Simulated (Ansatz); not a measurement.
# GeH4F (doublet): from Hartree-Fock to the top rungs at distance Ge1–H5 along a hydrogen transfer = 1.806 Å, cc-pVDZ

How much of the correlation energy of GeH4F (doublet) does each wave-function method recover here?

Method: cc-pVDZ, core rule «outside noble gas», up to 15 orbitals frozen; program: Ansatz 0.2.0, Gaussian basis.

Plan: UHF; CCSD(T) on ROHF; CCSD(T) on UHF; BCCD(T) on ROHF; CISD; CCSDT(Q) on ROHF; CCSDT(Q) on UHF; CASSCF and MRCISD+Q, 3 electrons in 3 orbitals; CASSCF and NEVPT2, 3 electrons in 3 orbitals; CASSCF and MRCISD+Q, 15 electrons in 12 orbitals; CASSCF and NEVPT2, 15 electrons in 12 orbitals.

## 1. The system

The geometry derives from fragments relaxed apart (PBE0/def2-TZVP) and kept rigid, so it is no stationary point. A hydrogen atom is moved between rigid fragments. No spin-orbit coupling is included. The filled d shell of Ge may be among the frozen orbitals whatever the setting's name suggests; the logs give the count.

6 atoms, charge 0, spin multiplicity 2.

Atoms are counted from 1 here; the program's logs count them from 0.

Bond lengths: Ge1–H2 1.534 Å, Ge1–H3 1.534 Å, Ge1–H4 1.534 Å, Ge1–H5 1.806 Å. Angles: H2–Ge1–H3 109.5°, H2–Ge1–H4 109.5°, H2–Ge1–H5 109.5°, H3–Ge1–H4 109.5°, H3–Ge1–H5 109.5°, H4–Ge1–H5 109.5°.

## 2. UHF

in.yaml reads:

```yaml
crystal:
  periodic: [false, false, false]
  atoms:
    - {symbol: Ge, position_ang: [-0.612113, 0.000000, 0.000000]}
    - {symbol: H, position_ang: [-1.123563, 1.446599, 0.000000]}
    - {symbol: H, position_ang: [-1.123562, -0.723300, 1.252792]}
    - {symbol: H, position_ang: [-1.123563, -0.723299, -1.252792]}
    - {symbol: H, position_ang: [1.193887, 0.000000, 0.000000]}
    - {symbol: F, position_ang: [2.455887, 0.000000, 0.000000]}
basis:
  gaussian: {orbitals: cc-pVDZ}
magnetization: {spin_polarized: true, initial_magnetization: 1}
hamiltonian: {xc: hf}
output: {orbitals: {seedname: orbitals}}
```

The run is started by

```sh
ansatz run in.yaml --threads 1 --pin off --events-out ev --progress --plain --max-ram 2816MiB --backend cpu
```

Further steps of the session: CCSD(T) on ROHF; CCSD(T) on UHF; BCCD(T) on ROHF; CISD; CCSDT(Q) on ROHF; CCSDT(Q) on UHF; CASSCF and MRCISD+Q, 3 electrons in 3 orbitals; CASSCF and NEVPT2, 3 electrons in 3 orbitals; CASSCF and MRCISD+Q, 15 electrons in 12 orbitals; CASSCF and NEVPT2, 15 electrons in 12 orbitals.

Before running them: what should the planned runs give, taken together? Wanted: UCCSDT(Q) below the RHF energy; RMP2 from UCCSDT(Q); UMP2 from UCCSDT(Q); RCCSD from UCCSDT(Q); RCCSD(T) from UCCSDT(Q); UCCSD(T) from UCCSDT(Q); RCCSDT(Q) from UCCSDT(Q); MRCISD+Q pair from UCCSDT(Q); NEVPT2 valence from UCCSDT(Q).

**Answer**, as computed:

| quantity | value |
| --- | --- |
| UCCSDT(Q) below the RHF energy | -9.5573 eV |
| RMP2 from UCCSDT(Q) | +22.42 kcal/mol |
| UMP2 from UCCSDT(Q) | +28.64 kcal/mol |
| RCCSD from UCCSDT(Q) | +4.81 kcal/mol |
| RCCSD(T) from UCCSDT(Q) | +1.03 kcal/mol |
| UCCSD(T) from UCCSDT(Q) | +1.03 kcal/mol |
| RCCSDT(Q) from UCCSDT(Q) | +0.04 kcal/mol |
| MRCISD+Q pair from UCCSDT(Q) | +3.09 kcal/mol |
| NEVPT2 valence from UCCSDT(Q) | +29.64 kcal/mol |
| MRCISD+Q valence from UCCSDT(Q) | +2.15 kcal/mol |
| levels within 1 kcal/mol (43 meV) | RCCSDT, UCCSDT, RCCSDT(Q) |
| T1 diagnostic | 0.019 |
| effectively unpaired electrons | 1.03 |

What this shows: RCCSD(T) lands +1.03 kcal/mol from the yardstick (0.5 % of the correlation energy). One determinant dominates. Of the multireference levels listed MRCISD+Q valence comes nearest in total energy (+2.15 kcal/mol), which doesn't show that its space is the better one. These misses are within one basis, not against nature; the frozen cores of restricted and unrestricted runs differ, which can shift their rows.
